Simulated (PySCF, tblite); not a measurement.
# C4H9FS2Si: geometry, infrared bands and NMR shifts

What infrared bands and NMR shifts should C4H9FS2Si (`C[C@@H](F)[C@@H]1CS[SiH2]S1`) show?

The runs use tblite 0.8.0 and PySCF 2.14.0, with density-fitted response routines of our own; the level of theory stands in each step. All values are computed, except where a source is named. Atoms count from 0, in the outputs and in this text.

## Step 1: The starting structure

17 atoms, charge 0, multiplicity 1; geometry from: force field or distance geometry start.

Bonds of the start (Å): C0–C1 1.50, C1–F2 1.37, C1–C3 1.54, C3–C4 1.55, C4–S5 1.83, S5–Si6 2.14, Si6–S7 2.14, S7–C3 1.85, C0–H8 1.10, C0–H9 1.09, C0–H10 1.09, C1–H11 1.11, C3–H12 1.08, C4–H13 1.09, C4–H14 1.09, Si6–H15 1.49, Si6–H16 1.47.

## Step 2: Geometry optimisation with GFN2-xTB

What the job is given:

```
{"job": {"kind": "relax", "xc": "GFN2-xTB", "basis": "xTB"}, "charge": 0, "multiplicity": 1}
C     -2.285500     0.947000    -0.244400
C     -1.474900    -0.039000     0.551300
F     -2.085400    -1.259800     0.455900
C     -0.026200    -0.204900     0.057700
C      0.668000    -1.344500     0.855400
S      2.400500    -1.561000     0.312300
Si     2.914000     0.507600     0.074800
S      0.954600     1.351900     0.242000
H     -3.332600     0.917800     0.088500
H     -2.295200     0.683900    -1.301600
H     -1.933600     1.973200    -0.136300
H     -1.496800     0.225400     1.624100
H     -0.055500    -0.480900    -0.987700
H      0.659800    -1.145500     1.924000
H      0.148300    -2.285700     0.688700
H      3.758800     0.972300     1.211900
H      3.474700     0.754300    -1.266800
```

Started as:

```console
$ OMP_NUM_THREADS=1 python probes_run.py task.json out
```

This one command runs all jobs of the session in turn.

**Question.** This job is followed by: GFN2-xTB harmonic vibrations, gas phase; GIAO PBE0/pcSseg-1 NMR shielding, non-relativistic, gas phase. Predict these results of the whole session: strongest single infrared mode (GFN2-xTB); zero-point energy (GFN2-xTB); ¹³C shifts against TMS (PBE0/pcSseg-1); ¹H shifts against TMS (PBE0/pcSseg-1, means over atoms taken as alike); ¹⁹F shifts against CFCl3 (PBE0/pcSseg-1); ³³S shifts against CS2 (PBE0/pcSseg-1); ²⁹Si shifts against TMS (PBE0/pcSseg-1).

As calculated:

| quantity | value |
| --- | --- |
| strongest single infrared mode (GFN2-xTB) | 645 cm⁻¹, 321 km/mol |
| zero-point energy (GFN2-xTB) | 76.8 kcal/mol |
| ¹³C shifts against TMS (PBE0/pcSseg-1) | 95.8, 65.0, 44.1, 24.8 ppm |
| ¹H shifts against TMS (PBE0/pcSseg-1, means over atoms taken as alike) | 5.57, 5.56, 4.59, 3.52, 3.08, 2.56, 1.63 ppm |
| ¹⁹F shifts against CFCl3 (PBE0/pcSseg-1) | -199.0 ppm |
| ³³S shifts against CS2 (PBE0/pcSseg-1) | -114, -139 ppm |
| ²⁹Si shifts against TMS (PBE0/pcSseg-1) | 1.0 ppm |

In words: Over 37 steps the energy fell by 0.104 eV; of the close pairs, Si6–H15 changed most, 1.491 to 1.451 Å. All 45 modes are real, so the xTB geometry is a minimum. The strongest single mode, at 645 cm⁻¹, moves mainly H16 and H15. GFN2-xTB is a fitted tight-binding method: band positions and strengths are rough. Its intensities can rank the bands wrongly. The most deshielded carbon is C1 (sp3 CH bonded to F), at 95.8 ppm: deshielded by the electronegative neighbour. At PBE0/pcSseg-1: Shielding is most anisotropic at S7 (span 461 ppm, paramagnetic term -442 ppm).
